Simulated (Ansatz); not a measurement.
# CH7GeN + H2: a complex and its separated parts

The complex below is one end of an elementary step. How strongly is it bound against its free parts?

Method: PBE0-D4/def2-TZVP structures, single points in def2-TZVPP, no counterpoise correction; program: Ansatz 0.2.0, Gaussian basis.

Levels: SPW92, PBE-D4, BLYP-D4, r2SCAN-D4, B97M-V, PBE0-D4, B3LYP-D4, r2SCAN0-D4, BHLYP-D4, CAM-B3LYP-D4, wB97X-V, wB97M-V, B2PLYP, PBE-QIDH, RPA on PBE, Hartree-Fock, MP2, CCSD, CCSD(T).

Cores are frozen in the correlated methods. Filled d shells of the heavier atoms are correlated. B3LYP uses VWN-RPA correlation. B2PLYP carries no dispersion term here.

20 further runs of the same task are left out: 20 set aside as unsound or not needed.

## 1. Starting geometry

The complex: 12 atoms, charge 0, spin multiplicity 1.

Atoms are counted from 1 here; the program's logs count them from 0.

Bond lengths: Ge1–H3 1.540 Å, Ge1–H4 1.551 Å, Ge1–C5 1.945 Å, Ge1–N7 1.849 Å, H2–H6 0.750 Å, C5–H8 1.091 Å, C5–H9 1.090 Å, C5–H10 1.091 Å, N7–H11 1.011 Å, N7–H12 1.012 Å. Angles: H3–Ge1–H4 108.5°, H3–Ge1–C5 112.2°, H3–Ge1–N7 105.7°, H4–Ge1–C5 109.8°, H4–Ge1–N7 113.3°, C5–Ge1–N7 107.2°, Ge1–C5–H8 110.6°, Ge1–C5–H9 109.8°, Ge1–C5–H10 110.2°, H8–C5–H9 109.1°, H8–C5–H10 108.4°, H9–C5–H10 108.7°, Ge1–N7–H11 113.7°, Ge1–N7–H12 113.8°, H11–N7–H12 107.8°.

As a file:

```xyz
12
charge 0, multiplicity 1
Ge   -0.8395    0.7246    0.0525
H     1.0608   -2.8004   -1.1008
H    -2.1111   -0.0949   -0.2345
H    -1.2458    2.2053    0.2706
C     0.1232    0.0675    1.6101
H     0.9136   -2.0754   -1.2249
N     0.2594    0.4756   -1.4133
H    -0.4914    0.1552    2.5072
H     0.3920   -0.9789    1.4630
H     1.0366    0.6455    1.7612
H    -0.1997    0.6404   -2.2991
H     1.1016    1.0355   -1.3921
```

Its parts: CH7GeN holds atoms 1, 3, 4, 5, 7, 8, 9, 10, 11, 12; H2 holds atoms 2, 6. Each part counts its atoms afresh in its own runs.

## 2. Relaxing CH7GeN alone

relax-a/in.yaml reads:

```yaml
crystal:
  periodic: [false, false, false]
  atoms:
    - {symbol: Ge, position_ang: [-0.839452, 0.724598, 0.052517]}
    - {symbol: H, position_ang: [-2.111086, -0.094892, -0.234511]}
    - {symbol: H, position_ang: [-1.245784, 2.205337, 0.270618]}
    - {symbol: C, position_ang: [0.123156, 0.067522, 1.610120]}
    - {symbol: N, position_ang: [0.259438, 0.475620, -1.413330]}
    - {symbol: H, position_ang: [-0.491401, 0.155153, 2.507168]}
    - {symbol: H, position_ang: [0.391970, -0.978926, 1.462960]}
    - {symbol: H, position_ang: [1.036565, 0.645493, 1.761240]}
    - {symbol: H, position_ang: [-0.199681, 0.640382, -2.299086]}
    - {symbol: H, position_ang: [1.101589, 1.035514, -1.392098]}
basis:
  gaussian: {orbitals: def2-TZVP}
hamiltonian: {xc: pbe0, dispersion: d4}
relax: {f_tol: 0.005, max_steps: 200}
```

No record of the launch command was kept for these runs.

The runs that follow: Relaxing H2 alone; wB97M-V/def2-TZVPP; CCSD(T)/def2-TZVPP; Vibrations of CH7GeN; Vibrations of H2.

Before running it: what results should come out? Wanted: complex less parts, CCSD(T)/def2-TZVPP; with zero-point energy; largest T1 diagnostic.

**Answer**, as computed:

| quantity | value |
| --- | --- |
| complex less parts, CCSD(T)/def2-TZVPP | -4.1 kJ/mol |
| with zero-point energy | +2.0 kJ/mol |
| largest T1 diagnostic | 0.010 |

In words: At CCSD(T) the complex lies 4.1 kJ/mol below its parts. r2SCAN0-D4 is the best functional here (-0.1 kJ/mol from CCSD(T)); SPW92 is the worst (-6.2 kJ/mol). By rung, the mean size of the error is: LDA 6.2, GGA 1.7, meta-GGA 0.7, hybrid 1.0, range-separated hybrid 0.9, double hybrid 0.8 kJ/mol. PBE-D4 gives a relative energy 2.6 kJ/mol too low, an error of 64 % of the reference. No counterpoise was applied, and triple zeta lacks some correlation, so the CCSD(T) reference has a basis error of its own, and close matches with it are partly luck.
